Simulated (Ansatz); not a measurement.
**B₂O₃: a ladder of functionals and wavefunction methods**

The task here is to estimate one member of a computed series from the others.

Computed with Ansatz 0.2.0, Gaussian basis. Level: functionals in def2-TZVPP, the program's frozen cores in correlated methods.

The runs, in order: LDA (SPW92), PBE-D4, revPBE-D4, BLYP-D4, r2SCAN-D4, B97M-V, PBE0-D4, B3LYP-D4, r2SCANh-D4, r2SCAN0-D4, HSE06-D4, BHLYP-D4, CAM-B3LYP-D4, LC-ωPBE, ωB97X-V, ωB97M-V, B2PLYP, PBE-QIDH; CCSD(T)/def2-SVP; CCSD(T)/def2-TZVPP; MP2/def2-QZVPP; extrapolation to the limit; RPA on PBE.

## Structure used throughout

The geometry comes from an earlier relaxation with PBE0-D4 in a triple-zeta def2 set; it is a stationary point.

5 atoms, charge 0, spin multiplicity 1.

Atoms are counted from 1 here; the program's logs count them from 0.

Bond lengths: O1–B2 1.205 Å, B2–O3 1.322 Å, O3–B4 1.322 Å, B4–O5 1.205 Å. Angles: O1–B2–O3 177.8°, B2–O3–B4 141.5°, O3–B4–O5 177.8°.

Set-up of the first run:

The input, in.yaml:

```yaml
crystal:
  periodic: [false, false, false]
  atoms:
    - {symbol: O, position_ang: [-0.948529, 0.503264, -2.166876]}
    - {symbol: B, position_ang: [-0.473998, 0.055122, -1.154457]}
    - {symbol: O, position_ang: [0.045158, -0.483547, -0.064502]}
    - {symbol: B, position_ang: [0.483929, -0.161523, 1.140266]}
    - {symbol: O, position_ang: [0.893440, 0.086684, 2.245568]}
basis:
  gaussian: {orbitals: def2-TZVPP}
hamiltonian: {xc: lda}
output: {orbitals: {seedname: orbitals}}
```

Run with:

```
> ansatz run in.yaml --threads 4 --pin off --events-out ev --progress --plain --max-ram 10444MiB
```

Steps of the session up to this table: LDA; PBE-D4 (GGA); revPBE-D4 (GGA); BLYP-D4 (GGA); r2SCAN-D4 (meta-GGA); B97M-V (meta-GGA); PBE0-D4 (hybrid); B3LYP-D4 (hybrid); r2SCANh-D4 (hybrid); r2SCAN0-D4 (hybrid); HSE06-D4 (hybrid); BHLYP-D4 (hybrid); CAM-B3LYP-D4 (range-separated); LC-ωPBE (range-separated); ωB97X-V (range-separated); ωB97M-V (range-separated); B2PLYP (double hybrid); PBE-QIDH (double hybrid).

One table of the session follows, with a row left open; its other results are not shown here.

It belongs to the step «Orbital energies across the functionals». 

| functional | HOMO (eV) | gap (eV) |
| --- | --- | --- |
| LDA (SPW92) | ? | ? |
| PBE-D4 | -8.62 | 6.56 |
| revPBE-D4 | -8.54 | 6.57 |
| BLYP-D4 | -8.50 | 6.43 |
| r2SCAN-D4 | -8.96 | 7.35 |
| B97M-V | -8.95 | 7.12 |
| PBE0-D4 | -10.21 | 8.96 |
| B3LYP-D4 | -9.94 | 8.34 |
| r2SCANh-D4 | -9.55 | 8.21 |
| r2SCAN0-D4 | -10.46 | 9.49 |
| HSE06-D4 | -9.80 | 8.18 |
| BHLYP-D4 | -11.72 | 11.07 |
| CAM-B3LYP-D4 | -11.69 | 11.21 |
| LC-ωPBE | -13.08 | 13.92 |
| ωB97X-V | -12.67 | 13.29 |
| ωB97M-V | -12.59 | 12.80 |

Estimate the missing values for LDA (SPW92).

The run gave: HOMO (eV): -8.88; gap (eV): 6.62. In the column «HOMO (eV)» it lies between B97M-V (-8.95) and PBE-D4 (-8.62).
